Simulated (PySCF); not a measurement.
The system is F2, in a box.

```
F
1.0
    11.00000    0.00000    0.00000
     0.00000   10.00000    0.00000
     0.00000    0.00000   10.00000
F
2
Direct
  0.44810 0.52334 0.47390
  0.55426 0.48086 0.53290
```

Base run:

- Program: PySCF 2.14.0
- Functional: PBE
- Potentials or basis: 6-31g* (all-electron)
- k mesh: 1 × 1 × 1
- Occupations: fixed
- Spin: no spin polarisation

Its results: gap between the frontier levels 4.14 eV.

Q: After a change of settings the same cell gave: gap between the frontier levels 5.17 eV. Which change was it?
A. functional from PBE to B3PW91; dispersion from none to D3(BJ)
B. functional from PBE to M06-L
C. functional from PBE to LDA

A: B.

Caveats: this is a molecule in a periodic box at the Γ point, so its band gap is the HOMO-LUMO gap; the basis of atomic orbitals isn't converged, which shifts pressures, moduli and gaps.
